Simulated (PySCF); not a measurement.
**W(OH)₂: singlet, from a PBE0 minimum start**

Where does singlet W(OH)₂ go from a PBE0 minimum start, is the end point a minimum, and what are its modes, charges and moments?

Computed with PySCF 2.14.0. Level: PBE0, basis W def2-SVP with ECP60, O def2-SVP, H def2-SVP, scalar-relativistic core potentials, no spin–orbit coupling, density fitting.

### 1 The starting structure

5 atoms, charge 0, spin multiplicity 1.

Bond lengths: W1–O2 1.827 Å, W1–O3 1.827 Å, O2–H4 0.957 Å, O3–H5 0.957 Å. Angles: O2–W1–O3 178.2°, W1–O2–H4 177.6°, W1–O3–H5 177.6°.

```xyz
5
charge 0 multiplicity 1
W     0.0000    0.0000    0.0049
O    -1.8271    0.0000   -0.0233
O     1.8271    0.0000   -0.0233
H    -2.7822    0.0000   -0.0781
H     2.7822    0.0000   -0.0781
```

### 2 The SCF at the typed geometry

The steps below are one call of a driver around PySCF. For each, scf.py gives the equivalent set-up of the SCF; relaxations use the driver's own optimiser. After this first run the driver tries any further starts and a stability analysis.

Contents of scf.py:

```python
from pyscf import gto, scf, dft
mol = gto.M(atom='''
W      0.000000    -0.000000     0.004920
O     -1.827100     0.000000    -0.023340
O      1.827100    -0.000000    -0.023340
H     -2.782230    -0.000000    -0.078110
H      2.782230     0.000000    -0.078110''',
    basis={'W': 'def2-SVP', 'O': 'def2-SVP', 'H': 'def2-SVP'},
    ecp={'W': 'def2-SVP'},
    charge=0, spin=0)
mf = dft.RKS(mol, xc='PBE0')
mf.grids.atom_grid = (50, 194)
aux = {'W': 'def2-universal-JKFIT', 'O': 'def2-universal-JKFIT', 'H': 'def2-universal-JKFIT'}
mf = mf.density_fit(auxbasis=aux)
mf.conv_tol = 1e-08
mf.diis_space = 10
mf.max_cycle = 60
mf.init_guess = 'minao'
mf.verbose = 4
mf.kernel()
```

On the command line:

```bash
$ OMP_NUM_THREADS=2 python axn.py task.json out
```

The runs that follow: PBE0 minimum start, singlet: relaxation; Is it a minimum? Harmonic modes; A spin-polarised start; Frequencies.

Q: Predict the outcome of this session. Wanted: minimum; geometry; wavenumbers; dipole moment; highest occupied, lowest empty level; polar-tensor charge of W1; zero-point energy; atomisation energy; ⟨S²⟩.

The runs gave:

| quantity | value |
| --- | --- |
| minimum | broken-symmetry (Ms = 0), D∞h |
| geometry | O–H 0.957 Å (×2), W–O 1.828 Å (×2); H–O–W 180.0° (×2), O–W–O 180.0° |
| wavenumbers (cm⁻¹) | 53, 53, 520, 520, 543, 543, 772, 823, 4009, 4015 |
| dipole moment | 0.00 D |
| highest occupied, lowest empty level (either spin) | -5.46, -1.69 eV |
| polar-tensor charge of W1 | +0.64 e |
| zero-point energy | 70.9 kJ/mol |
| entropy at 298.15 K | 290.3 J/(mol K) |
| atomisation energy (no zero-point energy) | 1799 kJ/mol |
| ⟨S²⟩ | 1.001 |

What this shows: The PBE0 minimum start (C2v) ends in a minimum of D∞h symmetry. The determinant is spin-contaminated (⟨S²⟩ = 1.00 against 0.00), so it is no pure spin state. In the infrared the band at 4009 cm⁻¹ leads. W1 has a polar-tensor charge of +0.6 e (a dipole derivative, not a static charge), yet symmetry cancels the bond dipoles. Only this shape and spin were tried, so other structures or states may lie lower. The SCF density has lower symmetry than the nuclear frame. Spin–orbit coupling, left out here, can matter for elements this heavy.
